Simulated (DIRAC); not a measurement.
# SeO2 (selenium dioxide): CCSD(T)/dyall-acv2z (Levy-Leblond, uncontracted yes, window high 3.4 Eh, window low -2.108 Eh)

Wanted: the energy of SeO2 (selenium dioxide). 

Program for the calculation: DIRAC 26.1 (patched).

9 further runs of the same task are left out: 9 set aside as unsound or not needed.

## (1) Starting point

The species is SeO2 (3 atoms), meant as a singlet with charge 0. As SMILES, `O=[Se]=O`. Geometry: a GFN2-xTB, symmetrised relaxation, a rough one for these elements and not checked as a minimum.

Bond lengths: O1–Se2 1.568 Å, Se2–O3 1.568 Å. Angles: O1–Se2–O3 109.3°.

## (2) A single-point energy at CCSD(T)/dyall-acv2z (Levy-Leblond, uncontracted yes, window high 3.4 Eh, window low -2.108 Eh)

File mol.xyz:

```xyz
3
geometry
O       0.75490847     -1.19017520      0.25529078
Se     -0.23161478     -0.03040205     -0.11730533
O       0.38815331      1.34021493      0.32363272
```

File ccsd.inp:

```
# DIRAC input
**DIRAC
.WAVE FUNCTION
**HAMILTONIAN
.LEVY-LEBLOND
**INTEGRALS
*READIN
.UNCONTRACT
**WAVE FUNCTION
.SCF
.RELCCSD
*SCF
.CLOSED SHELL
 50
**MOLTRA
.ACTIVE
energy -2.108 3.40 0.001
**RELCC
.ENERGY
**MOLECULE
*BASIS
.DEFAULT
dyall.acv2z
**END OF INPUT
```

Launch:

```
$ pam --inp=ccsd.inp --mol=mol.xyz --noarch --mw=163 --aw=368
```

Output:

```text
*************************** Hamiltonian defined ***************************
   ***************************************************************************

 One-electron operator origins:
 - General operator origin (a.u.)       :   0.000000000000000   0.000000000000000   0.000000000000000
 - Magnetic gauge origin (a.u.)         :   0.000000000000000   0.000000000000000   0.000000000000000
 - Dipole (and multipole) origin (a.u.) :   0.000000000000000   0.000000000000000   0.000000000000000
 * Print level:    0
 * Levy-Leblond Hamiltonian
   - Spin-orbit interactions neglected
 * Default integral flags passed to all modules
   - LL-integrals:     1
   - LS-integrals:     0
   - SS-integrals:     0
   - GT-integrals:     0

 Information about the restricted kinetic balance scheme:
 * Default RKB projection:
   1: Pre-projection in scalar basis
   2: Removal of unphysical solutions (via diagonalization of free particle Hamiltonian)

    **************************************************************************
    ************************** Wave function module **************************
    **************************************************************************

 Wave function types requested (in input order):
     HF
     RELCCSD

 Wave function jobs in execution order (expanded):
 * Hartree-Fock calculation
 * Run RELCCSD code
===========================================================================
 *SCF: Set-up for Hartree-Fock calculation:
===========================================================================
 * Number of fermion irreps: 1
 * Closed shell SCF calculation with    50 electrons in   25 orbitals.
 * Charge of molecule : 0
 * Sum of atomic potentials used for start guess
 * General print level   :   0

 ***** INITIAL TRIAL SCF FUNCTION *****
 * Trial vectors read from CHECKPOINT
 * Scaling of active-active block correction to open shell Fock operator    0.500000
   to improve convergence (default value).

 ***** SCF CONVERGENCE CRITERIA *****
 * Convergence on norm of error vector (gradient).
   Desired convergence:1.000D-07
   Allowed convergence:1.000D-06

 ***** CONVERGENCE CONTROL *****
 * Fock matrix constructed using differential density matrix
    with optimal parameter.
 * DIIS (in MO basis)
 * DIIS will be activated when convergence reaches : 1.00D+20
   - Maximum size of B-matrix:   10
 * Damping of Fock matrix when DIIS is not activated.
   Weight of old matrix    : 0.250
 * Maximum number of SCF iterations  :   50
 * No quadratic convergent Hartree-Fock
 * Contributions from 2-electron integrals to Fock matrix:
   LL-integrals.
    ---> this is default setting from Hamiltonian input
 * NB!!! No e-p rotations in 2nd order optimization.
 ***** OUTPUT CONTROL *****
 * Only electron eigenvalues written out.
===========================================================================
 **RELCC: Set-up for Coupled Cluster calculations
===========================================================================
===========================================================================
 TRPINP: Property integral transformation
===========================================================================
 * Print level:    0
 *The following operators will be transformed:
    1  XDIPLEN              B1      T+
...........................................................................
      Operator type DIAGONAL : diagonal times scalar operator
      Labels and factors     : XDIPLEN  +000     1.0000000000000 (real)
...........................................................................
    2  YDIPLEN              B2      T+
...........................................................................
      Operator type DIAGONAL : diagonal times scalar operator
      Labels and factors     : YDIPLEN  +000     1.0000000000000 (real)
...........................................................................
    3  ZDIPLEN              A1      T+
...........................................................................
      Operator type DIAGONAL : diagonal times scalar operator
      Labels and factors     : ZDIPLEN  +000     1.0000000000000 (real)
...........................................................................
---------------------------------------------------------------------------

===========================================================================
 TRAINP: Set-up for index transformation
===========================================================================

 * General print level   :   0
 * Electronic orbitals only.
 * Total active space.
    Fermion ircop:E1
     No explicit orbitals specified

 * Set-up for 2-index transformation
 * LS Integrals not included in core Fock-matrix
 * SS Integrals not included in core Fock-matrix
 * Active spaces:
    Fermion ircop:E1
     No explicit orbitals specified for index  1
     No explicit orbitals specified for index  2

 * Set-up for 4-index transformation
 * Following scheme      :   4
 - write (rs)-batches of half-transformed integrals
 (ij|rs) to disk; parallel scheme
 * Screening threshold :1.00E-14
 * MO integral threshold :1.00E-14
 * LS Integrals not transformed.
 * SS Integrals not transformed.
 * Gaunt Integrals not transformed.
 * Active spaces:
    Fermion ircop:E1
     No explicit orbitals specified for index  1
     No explicit orbitals specified for index  2
     No explicit orbitals specified for index  3
     No explicit orbitals specified for index  4

[... 8 lines left out ...]
                      Nuclear contribution to dipole moments
[... 67 lines left out ...]
* Convergence on norm of error vector (gradient).
  Desired convergence:1.000D-07
  Allowed convergence:1.000D-06
[... 1 line left out ...]
* ERGVAL - convergence in total energy
* FCKVAL - convergence in maximum change in total Fock matrix
* EVCVAL - convergence in error vector (gradient)
[... 10 lines left out ...]
* Convergence after   17 iterations.
[... 3 lines left out ...]
                                   TOTAL ENERGY
[... 4 lines left out ...]
   Electronic energy                        :    -2746.4223398958961
[... 1 line left out ...]
   Other contributions to the total energy
   Nuclear repulsion energy                 :      196.8890081592754
[... 2 lines left out ...]
   Total energy                             :    -2549.5333317366208
[... 85 lines left out ...]
* REACMO: Coefficients read from CHECKPOINT  - Total energy: -2549.53333173664214
[... 59 lines left out ...]
* REACMO: Coefficients read from CHECKPOINT  - Total energy: -2549.53333173664214
[... 35 lines left out ...]
 Total memory available :        2807.62 MB    2.742 GB

 INFO: No old restart file(s) found!

 Configuration in highest pointgroup

                                           E    E
 Spinor class : occupied                   9    9
 Spinor class : virtual                   55   55

 Configuration in abelian subgroup

                                        A1 a B1 a B2 a A2 a A1 b B1 b B2 b A2 b
 Spinor class : occupied                   4    1    3    1    4    1    3    1
 Spinor class : virtual                   21   10   17    7   21   10   17    7

 Number of electrons :                    18
 Total charge of the system :              0
 Number of virtual spinors :             110
 Complex arithmetic mode :                 F
 Do integral sorting     :                 T
 Do energy calculation   :                 T
 Do gradient calculation :                 F
 Do response calculation :                 F
 Debug information       :                 F
 Timing information      :                 F
 Print level          :                    0
 Memory limit (MWord) :                       350
 Interface used       :                DIRAC4

 Leave after calculating the total memory demand :          F
 Memory for reading and sorting integrals :              8152945 8-byte words
 Core used for calculating amplitudes :                  2117410 8-byte words
 Core used for in core evaluation of triples :           2120407 8-byte words
 Memory used for active modules :                        8152945 8-byte words

 Predicted RelCC memory demand:           62.20 MB
 Predicted RelCC memory demand:           0.061 GB

 Expanding and sorting integrals to unique types :
 Type OOOO :            2493 integrals
 Type VOOO :           30678 integrals
 Type VVOO :           91587 integrals
 Type VOVO :          384150 integrals
 Type VOVV :         1149658 integrals
 Type VVVV :         3458483 integrals

 Start sorting of integral classes at

 Sorting of first 4 classes done at

 Need      1 passes to sort VOVV integrals

 VOVV sorting done at

 Need      1 passes to sort VVVV integrals

 VVVV sorting done at

 Reading Coulomb integrals :
 # of integrals             2193508

 Finished sorting of integrals

 Single determinant electronic energy :      -72.315326556313920

 Checking the orbital energies, the program computes the diagonal elements of the
 reconstructed Fock matrix. Differences with the reference orbital energies
 are given if above a treshold or if iprnt > 1

 Spinor   Abelian Rep.         Energy   Recalc. Energy

 The diagonal elements of the recomputed Fock matrix (right column) are used in perturbation expressions.

 Use the perturbative values (MP2, CCSD[T]/(T)/-T) with care, especially
 in  open shell calculations because the orbitals need not always be
 semi-canonical as was assumed in the derivation of the expressions.
 The missing terms may be important !

 Nuclear repulsion + core energy :         -2477.218005180315686
 Zero order electronic energy :              -13.966544846098200
 First order electronic energy :             -58.348781710215718
 Electronic energy :                         -72.315326556313920
 SCF energy :                              -2549.533331736629407

 Energy calculations
 MP2 module active :                       T
 CCSD module active :                      T
 CCSD(T) module active :                   T

  MP2 results

 SCF energy :                              -2549.533331736629407
 MP2 correlation energy :                     -0.463236334357447
 Total MP2 energy :                        -2549.996568070986996
 T1 diagnostic :                               0.000000006284342

 CCSD options :
 Maximum number of iterations :           30
 Maximum size of DIIS space :              8
 Convergence criterium :             0.1E-11

  CCSD results

 SCF energy :                              -2549.533331736629407
 CCSD correlation energy :                    -0.453392520360745
 Total CCSD energy :                       -2549.986724256990328
 T1 diagnostic :                               0.040854168931395
 Convergence :                                 0.000000000000975
 Number or iterations used :                                  21

  Perturbative treatment of triple excitations

 SCF energy :                              -2549.533331736629407
 CCSD correlation energy :                    -0.453392520360745
 4th order triples correction :               -0.030350874261263
 5th order triples (T) correction :            0.004941045577784
 5th order triples -T  correction :            0.006541218083798
 Total CCSD+T  energy :                    -2550.017075131251659
 Total CCSD(T) energy :                    -2550.012134085674006
 Total CCSD-T  energy :                    -2550.010533913167819

--------------------------------------------------------------------------------

 Status of the calculations
 Integral sort # 1 :                   Completed, restartable
 Integral sort # 2 :                   Completed, restartable
 Fock matrix build :                   Completed, restartable
 MP2 energy calculation :              Completed, restartable
 CCSD energy calculation :             Completed, restartable
 CCSD(T) energy calculation :          Completed, restartable
 CCSD(T) energy calculation :          Completed, restartable

 Overview of calculated energies
@ SCF energy :                             -2549.533331736629407
@ MP2 correlation energy :                    -0.463236334357447
@ CCSD correlation energy :                   -0.453392520360745
@ 4th order triples correction :              -0.030350874261263
@ 5th order triples (T) correction :           0.004941045577784
@ 5th order triples -T  correction :           0.006541218083798
@ Total MP2 energy :                       -2549.996568070986996
@ Total CCSD energy :                      -2549.986724256990328
@ Total CCSD+T  energy :                   -2550.017075131251659
@ Total CCSD(T) energy :                   -2550.012134085674006
@ Total CCSD-T  energy :                   -2550.010533913167819

--------------------------------------------------------------------------------

 Before CC driver :            2043275.61                    24.52
 Initialization :                    0.08                     0.08
 Integral sorting :                  0.64                     0.64
 Energy calculation :                1.92                     1.92
 First order properties :            0.00                     0.00
 Second order properties :           0.00                     0.00
 Fock space energies :               0.00                     0.00
 EOMCC energies :                    0.00                     0.00
 Untimed parts :                     0.01                     0.01
 Total time in CC driver :             3.                     2.64

 CPU time (seconds) used in RELCCSD:                     2.6386
 CPU time (seconds) used before RELCCSD:                24.5230
 CPU time (seconds) used in total sofar:                27.1616

  --- Normal end of RELCCSD Run ---

################################################################################

 * Closing HDF5 checkpoint file
    - Checkpoint file contains all required data, can be used for restarts
    - Checkpoint file closed

*****************************************************
********** E N D   of   D I R A C  output  **********
*****************************************************

>>>> Total WALL time used in DIRAC: 27s
```

Wall time 27 s (1 thread of Arm Neoverse V1, shared host); peak memory 0.15 GiB.

## (3) Results

Level: CCSD(T)/dyall-acv2z (Levy-Leblond, uncontracted yes, window high 3.4 Eh, window low -2.108 Eh), 16 core orbitals frozen.

```
                                    quantity           value
                                total energy  -2550.01213 Eh
         HOMO energy (Hartree–Fock orbitals)       -13.07 eV
         LUMO energy (Hartree–Fock orbitals)        -0.76 eV
       HOMO–LUMO gap (Hartree–Fock orbitals)        12.32 eV
correlation energy (16 core orbitals frozen)      -478.8 mEh
                              (T) correction      -25.41 mEh
```

**Reading.** The triples make up 5.3 % of the correlation energy.
